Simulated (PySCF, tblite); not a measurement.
# C₆H₁₀OSSi: geometry, infrared bands and NMR shifts

Aim: predict the infrared bands and NMR shifts of C₆H₁₀OSSi (`CSC1=CC=COC[SiH2]1`).

Programs: tblite 0.8.0 and PySCF 2.14.0, with density-fitted response routines of our own. Each step states its level of theory. These are calculated values for one molecule in the gas phase, unless marked as measured. Atoms are numbered from 0 throughout.

### Step 1. The starting structure

19 atoms, charge 0, multiplicity 1; geometry from: force field or distance geometry start.

Bonds of the start (Å): C0–S1 1.82, S1–C2 1.74, C2–C3 1.36, C3–C4 1.45, C4–C5 1.34, C5–O6 1.35, O6–C7 1.43, C7–Si8 1.87, Si8–C2 1.86, C0–H9 1.09, C0–H10 1.08, C0–H11 1.10, C3–H12 1.08, C4–H13 1.10, C5–H14 1.10, C7–H15 1.11, C7–H16 1.10, Si8–H17 1.49, Si8–H18 1.48.

### Step 2. Optimising the geometry with GFN2-xTB

The job: settings as JSON, then the geometry in Å.

```
{"job": {"kind": "relax", "xc": "GFN2-xTB", "basis": "xTB"}, "charge": 0, "multiplicity": 1}
C      3.193200    -0.538000     0.498100
S      2.066100    -1.241000    -0.749600
C      0.608000    -0.388400    -0.350500
C      0.414800     0.878100    -0.809000
C     -0.679700     1.795900    -0.569200
C     -1.955800     1.661100    -0.168200
O     -2.721800     0.600800     0.180700
C     -2.291100    -0.731200    -0.117600
Si    -0.674500    -1.364900     0.572200
H      3.287500     0.541600     0.353400
H      4.167300    -0.999800     0.400800
H      2.805600    -0.727800     1.510100
H      1.216900     1.327000    -1.370600
H     -0.369300     2.827200    -0.780700
H     -2.564500     2.561300    -0.028800
H     -3.092300    -1.391200     0.267500
H     -2.307600    -0.850000    -1.209500
H     -0.567800    -1.131000     2.037700
H     -0.544700    -2.820600     0.325600
```

Command:

```sh
OMP_NUM_THREADS=1 python probes_run.py task.json out
```

The driver reads the jobs from task.json and runs them one after another.

Log:

```text
step      E/eV     max force
  0    -732.40373    1.799
  1    -732.49625    0.959
  2    -732.52097    0.395
  3    -732.53014    0.322
  4    -732.54537    0.255
  5    -732.55281    0.245
  6    -732.55887    0.152
  7    -732.56152    0.119
  8    -732.56404    0.132
  9    -732.56669    0.118
 10    -732.56857    0.095
 11    -732.56975    0.079
 12    -732.57092    0.066
 13    -732.57234    0.087
 14    -732.57371    0.085
 15    -732.57477    0.085
 16    -732.57569    0.078
 17    -732.57680    0.107
 18    -732.57823    0.113
 19    -732.57966    0.092
 20    -732.58067    0.075
 21    -732.58130    0.070
 22    -732.58183    0.070
 23    -732.58242    0.063
 24    -732.58306    0.061
 25    -732.58373    0.081
 26    -732.58448    0.084
 27    -732.58531    0.098
 28    -732.58609    0.080
 29    -732.58666    0.054
 30    -732.58707    0.047
 31    -732.58747    0.068
 32    -732.58805    0.095
 33    -732.58884    0.094
 34    -732.58963    0.062
 35    -732.59021    0.050
 36    -732.59065    0.055
 37    -732.59110    0.059
 38    -732.59161    0.055
 39    -732.59204    0.046
 40    -732.59228    0.030
 41    -732.59242    0.033
 42    -732.59256    0.033
 43    -732.59274    0.035
 44    -732.59293    0.032
 45    -732.59309    0.027
 46    -732.59326    0.030
 47    -732.59348    0.039
 48    -732.59380    0.056
 49    -732.59415    0.051
 50    -732.59445    0.038
 51    -732.59467    0.038
 52    -732.59492    0.033
 53    -732.59525    0.053
 54    -732.59569    0.060
 55    -732.59623    0.055
 56    -732.59689    0.070
 57    -732.59772    0.075
 58    -732.59876    0.091
 59    -732.59996    0.104
 60    -732.60126    0.092
 61    -732.60284    0.094
 62    -732.60522    0.108
 63    -732.60856    0.185
 64    -732.60504    0.351
 65    -732.61459    0.287
 66    -732.61698    0.082
 67    -732.62054    0.111
 68    -732.62406    0.207
 69    -732.62637    0.156
 70    -732.62917    0.126
 71    -732.63365    0.135
 72    -732.63695    0.144
 73    -732.64044    0.158
 74    -732.64420    0.145
 75    -732.64725    0.155
 76    -732.64986    0.109
 77    -732.65224    0.092
 78    -732.65381    0.091
 79    -732.65562    0.096
 80    -732.65677    0.066
 81    -732.65772    0.072
 82    -732.65868    0.067
 83    -732.65974    0.065
 84    -732.66083    0.070
 85    -732.66187    0.068
 86    -732.66308    0.083
 87    -732.66449    0.107
 88    -732.66620    0.131
 89    -732.66798    0.108
 90    -732.66973    0.059
 91    -732.67053    0.064
 92    -732.67133    0.052
 93    -732.67174    0.056
 94    -732.67218    0.056
 95    -732.67261    0.043
 96    -732.67301    0.048
 97    -732.67333    0.038
 98    -732.67362    0.041
 99    -732.67393    0.035
100    -732.67422    0.033
101    -732.67443    0.029
102    -732.67458    0.028
103    -732.67469    0.024
104    -732.67478    0.021
105    -732.67483    0.016
106    -732.67487    0.013
107    -732.67489    0.011
108    -732.67492    0.010
109    -732.67494    0.012
110    -732.67498    0.011
111    -732.67501    0.011
112    -732.67503    0.010
113    -732.67504    0.008
```

It took 1.1 s on 1 thread of Arm Neoverse V1, shared host.

Relaxation path: (not every step is listed)

```csv
step,energy from step 0 (eV),largest force (eV/Å)
0,0.0000,1.7992
1,-0.0925,0.9591
2,-0.1172,0.3949
3,-0.1264,0.3223
4,-0.1416,0.2553
5,-0.1491,0.2448
6,-0.1551,0.1522
7,-0.1578,0.1187
8,-0.1603,0.1318
18,-0.1745,0.1132
28,-0.1824,0.0801
38,-0.1879,0.0548
48,-0.1901,0.0556
58,-0.1950,0.0913
68,-0.2203,0.2072
78,-0.2501,0.0905
88,-0.2625,0.1314
98,-0.2699,0.0410
108,-0.2712,0.0101
109,-0.2712,0.0123
110,-0.2713,0.0107
111,-0.2713,0.0108
112,-0.2713,0.0104
113,-0.2713,0.0075
```

Close pairs (by a distance rule), those that changed most:

```
   bond  before (Å)  after (Å)  change (Å)
 C7–Si8       1.868      1.913      +0.044
  S1–C2       1.736      1.780      +0.044
Si8–H17       1.488      1.466      -0.022
 C7–H15       1.107      1.090      -0.018
  O6–C7       1.431      1.415      -0.016
Si8–H18       1.482      1.466      -0.016
 C0–H11       1.100      1.085      -0.015
 C4–H13       1.098      1.083      -0.015
```

The end geometry stands in the next job.

### Step 3. Vibrational analysis with GFN2-xTB

The job: settings as JSON, then the geometry in Å.

```
{"job": {"kind": "ir", "xc": "GFN2-xTB", "basis": "xTB"}, "charge": 0, "multiplicity": 1}
C      3.024895    -1.036373     0.653895
S      2.288643    -0.627122    -0.956738
C      0.711040     0.020634    -0.447822
C      0.285508     1.147808    -1.055132
C     -0.919548     1.892735    -0.822545
C     -2.072576     1.619193    -0.181061
O     -2.608537     0.500283     0.324085
C     -2.078443    -0.760806    -0.037548
Si    -0.333398    -1.025031     0.699725
H      3.105230    -0.132415     1.249995
H      4.012248    -1.435615     0.445346
H      2.419369    -1.777981     1.164897
H      0.966221     1.620353    -1.754917
H     -0.862424     2.909639    -1.190627
H     -2.775523     2.432169    -0.029725
H     -2.792784    -1.480645     0.360929
H     -2.071330    -0.855746    -1.127570
H     -0.321334    -0.555055     2.088036
H      0.012940    -2.446773     0.609315
```

Log:

```text
mode    cm-1     km/mol
  1      58.2      4.26
  2      65.1      1.51
  3     122.5      1.31
  4     152.7      0.20
  5     173.1      0.42
  6     186.1      0.07
  7     239.9      3.94
  8     282.8      5.86
  9     285.7      4.67
 10     365.5      0.89
 11     461.7      5.86
 12     483.6     28.91
 13     500.0     53.38
 14     580.3      8.35
 15     584.4     23.47
 16     663.2     82.28
 17     723.0      4.45
 18     727.1     63.02
 19     761.8     73.09
 20     766.9     96.21
 21     784.0    122.75
 22     826.0     24.79
 23     884.0     21.66
 24     890.4     16.92
 25     903.6     38.29
 26     931.9      6.84
 27     942.8      4.03
 28     963.3     30.00
 29    1038.1      4.90
 30    1168.8     40.04
 31    1223.7     34.39
 32    1273.2      6.98
 33    1313.6      4.89
 34    1320.1     17.89
 35    1328.8      9.32
 36    1389.1     55.86
 37    1448.1      7.31
 38    1451.4      6.96
 39    1455.5      1.30
 40    1556.8     32.89
 41    1640.9    255.38
 42    2243.3    367.90
 43    2253.5    166.96
 44    2922.9     29.47
 45    2994.1     26.53
 46    3028.6     12.56
 47    3030.8      6.93
 48    3031.4     24.40
 49    3037.4     12.05
 50    3056.9     44.46
 51    3058.6      5.29
```

Wall time 0.94 s (1 thread of Arm Neoverse V1, shared host).

Which atoms move in the most intense modes:

```csv
cm⁻¹,km/mol,atoms
663,82.3,"H17 37 %, H18 34 %, C7 13 %"
727,63.0,"C7 37 %, Si8 22 %, H17 14 %, H16 11 %"
762,73.1,"H18 21 %, H17 18 %, H13 14 %, H14 11 %"
767,96.2,"H13 20 %, H14 19 %, H18 18 %, H17 16 %"
784,122.8,"C4 16 %, H16 11 %, Si8 11 %, C5 11 %"
1641,255.4,"C5 44 %, C4 39 %"
2243,367.9,"H18 74 %, H17 22 %"
2254,167.0,"H17 75 %, H18 23 %"
```

### Step 4. NMR shieldings: PBE0/pcSseg-1

Settings changed since step 3:

```diff
@@ -1,2 +1,2 @@
-{"job": {"kind": "ir", "xc": "GFN2-xTB", "basis": "xTB"}, "charge": 0, "multiplicity": 1}
+{"job": {"kind": "nmr", "xc": "PBE0", "basis": "pcSseg-1"}, "charge": 0, "multiplicity": 1}
 C      3.024895    -1.036373     0.653895
```

Level: GIAO PBE0/pcSseg-1 NMR shielding, non-relativistic, gas phase.

Log:

```text
coarse grid: 17056 points
cycle   1  E = -996.7002128087  dE =  1.248e+00  |g| = 5.023e-01  |ddm| = 4.188e+00
cycle   2  E = -996.6741024802  dE =  2.611e-02  |g| = 6.421e-01  |ddm| = 1.065e+00
cycle   3  E = -996.7532955461  dE = -7.919e-02  |g| = 1.051e-01  |ddm| = 6.352e-01
cycle   4  E = -996.7551338621  dE = -1.838e-03  |g| = 3.953e-02  |ddm| = 1.157e-01
cycle   5  E = -996.7554425275  dE = -3.087e-04  |g| = 1.689e-02  |ddm| = 4.928e-02
cycle   6  E = -996.7555110270  dE = -6.850e-05  |g| = 4.539e-03  |ddm| = 2.110e-02
cycle   7  E = -996.7555160944  dE = -5.067e-06  |g| = 1.076e-03  |ddm| = 5.087e-03
final grid: 155848 points
cycle   8  E = -996.8221832036  dE = -2.814e-05  |g| = 1.248e-02  |ddm| = 3.820e-02
cycle   9  E = -996.8221439548  dE =  3.925e-05  |g| = 1.870e-02  |ddm| = 2.465e-02
cycle  10  E = -996.8222150664  dE = -7.111e-05  |g| = 2.501e-03  |ddm| = 1.624e-02
cycle  11  E = -996.8222165096  dE = -1.443e-06  |g| = 3.348e-04  |ddm| = 2.626e-03
cycle  12  E = -996.8222165359  dE = -2.627e-08  |g| = 1.322e-04  |ddm| = 5.374e-04
cycle  13  E = -996.8222165400  dE = -4.120e-09  |g| = 4.891e-05  |ddm| = 1.795e-04
cycle  14  E = -996.8222165406  dE = -5.532e-10  |g| = 1.673e-05  |ddm| = 6.775e-05
converged SCF energy = -996.8222165406

GIAO shielding tensors (ppm)
atom      isotropic    diamagn.    paramagn.     s11        s22        s33       span
  0 C      161.667     251.990     -90.322    143.476    156.579    184.946     41.470
  1 S      420.108    1056.727    -636.618    218.490    365.295    676.540    458.050
  2 C       45.434     264.271    -218.837    -39.778     30.814    145.266    185.044
  3 C       39.840     251.578    -211.738    -74.074     52.655    140.939    215.014
  4 C       81.112     258.036    -176.925    -16.743    109.098    150.979    167.722
  5 C       28.888     246.938    -218.049    -63.554     46.178    104.040    167.594
  6 O      179.604     394.219    -214.616     25.345    176.462    337.003    311.658
  7 C      125.168     252.505    -127.337     88.922    112.725    173.858     84.936
  8 Si     393.734     882.960    -489.226    341.915    411.360    427.927     86.012
  9 H       29.270      30.480      -1.210     24.883     27.458     35.469     10.586
 10 H       29.590      28.266       1.323     24.763     26.191     37.814     13.051
 11 H       29.410      31.059      -1.649     24.472     29.047     34.711     10.239
 12 H       24.534      31.962      -7.428     20.819     23.426     29.358      8.539
 13 H       26.524      29.910      -3.386     23.018     27.838     28.718      5.700
 14 H       25.197      27.812      -2.616     20.675     26.964     27.951      7.276
 15 H       27.051      29.469      -2.418     22.242     27.517     31.395      9.154
 16 H       28.192      31.607      -3.415     23.674     27.232     33.670      9.996
 17 H       27.293      30.583      -3.290     23.554     25.755     32.570      9.016
 18 H       26.926      30.514      -3.588     22.134     27.139     31.505      9.371
```

It took 68 s on 1 thread of Arm Neoverse V1, shared host; peak memory 1.1 GiB.

Shifts follow as δ = σ(reference) − σ, with reference shieldings (ppm) from runs at the same level and on the same kind of geometry: 1H TMS 31.72, 13C TMS 186.9, 29Si TMS 349.2, 17O H2O 336.1, 33S CS2 504. The references are single molecules in the gas phase, so shifts against H2O, NH3, PH3, H3PO4 or CFCl3 are not on the usual liquid scales and can be off by tens of ppm. Atoms listed in one row are averaged.

| atoms | environment | σ (ppm) | δ (ppm) | δ scaled to CDCl3 |
| --- | --- | --- | --- | --- |
| C5 | alkene carbon bearing oxygen | 28.9 | 158.0 | 152.3 |
| C3 | alkene CH | 39.8 | 147.1 | 141.6 |
| C2 | fully substituted alkene carbon | 45.4 | 141.5 | 131.8 |
| C4 | β carbon of an enol-ether or enamine type C=C | 81.1 | 105.8 | 101.4 |
| C7 | sp3 CH2 bonded to O and Si | 125.2 | 61.8 | 58.4 |
| C0 | methyl carbon bonded to S | 161.7 | 25.3 | 18.3 |
| H12 | hydrogen on an alkene CH | 24.53 | 7.18 | 6.88 |
| H14 | hydrogen on an alkene carbon bearing oxygen | 25.20 | 6.52 | 6.25 |
| H13 | hydrogen on a β carbon of an enol-ether or enamine type C=C | 26.52 | 5.19 | 5.00 |
| H17, H18 | hydrogen on a silicon bonded to 2 C, in a 7-membered ring | 27.11 | 4.61 | – |
| H15, H16 | hydrogen on an sp3 CH2 bonded to O and Si | 27.62 | 4.10 | 3.97 |
| H9, H10, H11 | hydrogen on a methyl carbon bonded to S | 29.42 | 2.29 | 2.27 |
| S1 | sulfide sulfur | 420 | 84 | – |
| O6 | ether oxygen | 179.6 | 156.5 | – |
| Si8 | silicon bonded to 2 C, 2 H, in a 7-membered ring | 393.7 | -44.6 | – |

The scaled column applies a straight-line fit of computed shieldings to shifts measured in CDCl3, with any fitted terms for Cl, Br or S neighbours (root-mean-square error 0.16 ppm for H, 1.9 ppm for C).

Charges from the same density, by scheme (e):

```csv
atoms,Mulliken,IAO,Hirshfeld,ESP fit
C0,-0.39,-0.51,-0.12,-0.38
S1,0.03,0.13,0.00,-0.17
C2,-0.60,-0.41,-0.13,-0.28
C3,0.02,-0.14,-0.06,0.21
C4,-0.26,-0.27,-0.10,-0.52
C5,0.20,0.06,0.04,0.16
O6,-0.44,-0.30,-0.09,-0.25
C7,-0.23,-0.33,-0.08,-0.22
Si8,0.72,0.73,0.32,0.46
```

Mayer bond orders: C0–S1 0.98, S1–C2 1.06, C2–C3 1.72, C3–C4 1.21, C4–C5 1.71, C5–O6 1.10, O6–C7 0.85, C7–Si8 0.88, Si8–C2 0.83.

Ring of atoms C2, C3, C4, C5, O6, C7, Si8: NICS(0) -1.1, NICS(1) -2.1, NICS(1)zz -0.3 ppm (means of both faces).

Orbitals, density, ELF and potential are computed afterwards from the orbital file.

Frontier orbitals at PBE0/pcSseg-1, with the share of their density that lies nearest to each atom:

```csv
orbital,energy (eV),lies on
HOMO,-5.78,"S1 36 %; C2 14 %; C3, C4, C5 about 10 % each"
LUMO,-1.09,"C2 23 %; C3, C5 about 18 % each; O6 6 %"
```

ELF in a plane through or near 7 of the atoms.

Ten even steps from '0' (0.00) to '9' (1.00):
```
0000000000000000000000000000
0000000000000000000000000000
0000000000000000000000000000
0000000000000000057400000000
0000000000000220199940000000
0000000012100441399920000000
0000000003201556579400000000
0001542212225868655324200000
0007998463256763487478500000
0008998933058740043254100000
0004886572059860037730000000
0000017993021406464783000000
0000018990141628767884000000
0000002410696017652120000000
0000000001898323585000000000
0000000001687200599200000000
0000000000121000166000000000
0000000000000000000000000000
0000000000000000000000000000
0000000000000000000000000000
```
The map spans 13.7 Å across and 10.3 Å up, centred on the molecule. Atoms in the plane (x, y in Å): C0 (-3.3, 0.2), C4 (1.7, 1.5), C5 (2.5, 0.5), O6 (2.5, -0.9), Si8 (-0.2, -1.3), H11 (-3.1, -0.8), H13 (2.1, 2.4).

log10 of the density (e/Å³) in the same plane.

Ten even steps from '0' (-4.0) to '9' (2.6):
```
0000000000000000000000000000
0000000000000000000000000000
0000000000000111111100000000
0000000000111222233220000000
0000000122222333445431000000
0000112233333444566432100000
0001223334434555566532210000
0012344444445556686544310000
0013455655455555566654321000
0013466965455554456654321000
0013455665455554456654310000
0012345664445655567754210000
0001234544456865566653200000
0000122333455555555443100000
0000011223455444554331000000
0000000112344333444320000000
0000000001222222233210000000
0000000000111111111000000000
0000000000000000000000000000
0000000000000000000000000000
```
The map spans 13.7 Å across and 10.3 Å up, centred on the molecule. Atoms in the plane (x, y in Å): C0 (-3.3, 0.2), C4 (1.7, 1.5), C5 (2.5, 0.5), O6 (2.5, -0.9), Si8 (-0.2, -1.3), H11 (-3.1, -0.8), H13 (2.1, 2.4).

On the surface of density 0.002 e/bohr³ the electrostatic potential runs, from the 1st to the 99th percentile, from -1.01 V near S1 to 0.99 V near H15.

### Step 5. What came out

```
                                                              quantity                                       value
                             strongest single infrared mode (GFN2-xTB)                       2243 cm⁻¹, 368 km/mol
                                          zero-point energy (GFN2-xTB)                               88.0 kcal/mol
                                13C shifts against TMS (PBE0/pcSseg-1)  158.0, 147.1, 141.5, 105.8, 61.8, 25.3 ppm
1H shifts against TMS (PBE0/pcSseg-1, means over atoms taken as alike)      7.18, 6.52, 5.19, 4.61, 4.10, 2.29 ppm
                                33S shifts against CS2 (PBE0/pcSseg-1)                                      84 ppm
                                17O shifts against H2O (PBE0/pcSseg-1)                                   156.5 ppm
                               29Si shifts against TMS (PBE0/pcSseg-1)                                   -44.6 ppm
                                 surface potential, 1st and 99th percentile                          -1.01 V and 0.99 V
```

In words: The optimisation took 113 steps and gained 0.271 eV; among the close pairs (by a distance rule), C7–Si8 changed most, from 1.868 to 1.913 Å. No mode is imaginary among the 51: a minimum at this level. The strongest single mode, at 2243 cm⁻¹, moves mainly H18. GFN2-xTB is a fitted tight-binding method: band positions and strengths are rough. Its intensities can rank the bands wrongly. At PBE0/pcSseg-1: The largest span, 458 ppm, is at S1, where the paramagnetic term is -637 ppm. At PBE0/pcSseg-1, counted by nearest atom on the grid, the HOMO lies on S1 36 %; C2 14 %, the LUMO on C2 23 %; C3, C5 about 18 % each.
